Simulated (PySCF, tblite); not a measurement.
**C₄H₉ClN₂Si₂: geometry, infrared bands and NMR shifts**

What infrared bands and NMR shifts should C₄H₉ClN₂Si₂ (`CN1C[Si@@H](Cl)C[Si@H]1C#N`) show?

The runs use tblite 0.8.0 and PySCF 2.14.0, with density-fitted response routines of our own; the level of theory stands in each step. All values are computed, except where a source is named. Atoms count from 0, in the outputs and in this text.

### Step 1. The molecule as given

18 atoms, charge 0, multiplicity 1; geometry from: force field or distance geometry start.

Bonds of the start (Å): C0–N1 1.49, N1–C2 1.40, C2–Si3 1.85, Si3–Cl4 2.05, Si3–C5 1.90, C5–Si6 1.88, Si6–C7 1.79, C7–N8 1.17, Si6–N1 1.76, C0–H9 1.13, C0–H10 1.09, C0–H11 1.09, C2–H12 1.11, C2–H13 1.12, Si3–H14 1.49, C5–H15 1.10, C5–H16 1.10, Si6–H17 1.47.

### Step 2. Geometry optimisation with GFN2-xTB

What the job is given:

```
{"job": {"kind": "relax", "xc": "GFN2-xTB", "basis": "xTB"}, "charge": 0, "multiplicity": 1}
C      2.061700    -0.801500     0.329400
N      0.841700    -0.297200    -0.352400
C      0.824400     1.103700    -0.440200
Si    -0.881700     1.780300    -0.223500
Cl    -1.439800     3.206800    -1.585200
C     -1.922700     0.196700    -0.317700
Si    -0.608000    -0.911600     0.437400
C     -0.940700    -2.628400     0.047300
N     -1.141700    -3.748900    -0.211900
H      1.764000    -1.570100     1.102000
H      2.526500     0.079600     0.783900
H      2.763700    -1.239100    -0.387800
H      1.150100     1.383900    -1.466400
H      1.538600     1.628600     0.237100
H     -0.957200     2.270400     1.183000
H     -2.804100     0.289800     0.328100
H     -2.121800    -0.066000    -1.362800
H     -0.661800    -0.670800     1.887900
```

Command:

```bash
OMP_NUM_THREADS=1 python probes_run.py task.json out
```

The driver reads the jobs from task.json and runs them one after another.

**Question.** This job is followed by: GFN2-xTB harmonic vibrations, gas phase; GIAO PBE0/pcSseg-1 NMR shielding, non-relativistic, gas phase. What will the session give for the following? strongest single infrared mode (GFN2-xTB); zero-point energy (GFN2-xTB); 13C shifts against TMS (PBE0/pcSseg-1); 1H shifts against TMS (PBE0/pcSseg-1, means over atoms taken as alike); 15N shifts against NH3 (PBE0/pcSseg-1); 29Si shifts against TMS (PBE0/pcSseg-1); 35Cl shifts against HCl (PBE0/pcSseg-1).

As calculated:

```
                                                              quantity                                         value
                             strongest single infrared mode (GFN2-xTB)                         2181 cm⁻¹, 345 km/mol
                                          zero-point energy (GFN2-xTB)                                 78.2 kcal/mol
                                13C shifts against TMS (PBE0/pcSseg-1)                    125.8, 46.8, 39.9, 1.5 ppm
1H shifts against TMS (PBE0/pcSseg-1, means over atoms taken as alike)  5.52, 5.10, 2.81, 2.63, 2.52, 0.77, 0.55 ppm
                                15N shifts against NH3 (PBE0/pcSseg-1)                               356.6, 27.2 ppm
                               29Si shifts against TMS (PBE0/pcSseg-1)                               16.0, -33.1 ppm
                               35Cl shifts against HCl (PBE0/pcSseg-1)                                        -8 ppm
```

In words: Relaxing lowered the energy by 0.921 eV in 104 steps; the close pair that moved most is Si6–C7, from 1.792 to 1.872 Å. All 48 modes are real, so the xTB geometry is a minimum. The strongest single mode, at 2181 cm⁻¹, moves mainly H17. Unscaled tight-binding wavenumbers are off by several per cent, some by more. Its intensities can rank the bands wrongly. C7 (nitrile carbon) lies farthest downfield among carbon, at 125.8 ppm; this is the usual window of a C≡N carbon, which has no attached hydrogen. At PBE0/pcSseg-1: The widest tensor belongs to N8: span 592 ppm, with a paramagnetic part of -427 ppm.
